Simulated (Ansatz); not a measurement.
# BH2Se: the cost of one run

Program: Ansatz 0.2.0, Gaussian basis. Level of theory: BLYP-D4/def2-SVP, unrestricted. These are calculated values, not measurements.

1 further run of the same task is left out (it didn't finish).

### 1 Starting geometry

SMILES `B[Se]`, 4 atoms, charge 0, spin multiplicity 2.

Atoms are counted from 1 here; the program's logs count them from 0.

Bond lengths: B1–Se2 1.829 Å, B1–H3 1.171 Å, B1–H4 1.171 Å. Angles: Se2–B1–H3 120.5°, Se2–B1–H4 120.5°, H3–B1–H4 118.9°.

As a file:

| atom | x (Å) | y (Å) | z (Å) |
| --- | --- | --- | --- |
| B1 | -0.1388 | 0.0303 | -0.0728 |
| Se2 | 1.4551 | -0.3268 | 0.7500 |
| H3 | -1.0933 | -0.5999 | 0.1797 |
| H4 | -0.2230 | 0.8964 | -0.8569 |

### 2 Dynamics

md/in.yaml reads:

```yaml
crystal:
  periodic: [false, false, false]
  atoms:
    - {symbol: B, position_ang: [-0.138810, 0.030280, -0.072850]}
    - {symbol: Se, position_ang: [1.455100, -0.326770, 0.750030]}
    - {symbol: H, position_ang: [-1.093310, -0.599930, 0.179720]}
    - {symbol: H, position_ang: [-0.222970, 0.896430, -0.856900]}
basis:
  gaussian: {orbitals: def2-SVP}
magnetization: {spin_polarized: true, initial_magnetization: 1}
hamiltonian: {xc: {name: BLYP}, dispersion: d4}
md: {n_steps: 30, timestep: 1.0, temperature: 700, ensemble: nvt_langevin, seed: 297, friction: 0.05, initial_velocities: maxwell_boltzmann}
```

The run is started by

```
> ansatz run in.yaml --threads 2 --pin off --events-out ev --progress --plain --max-ram 3481MiB
```

Q: Estimate wall time and peak memory on 2 threads of Intel Xeon at 2.50GHz, shared host.

About 83 s, with a peak of 0.12 GiB.
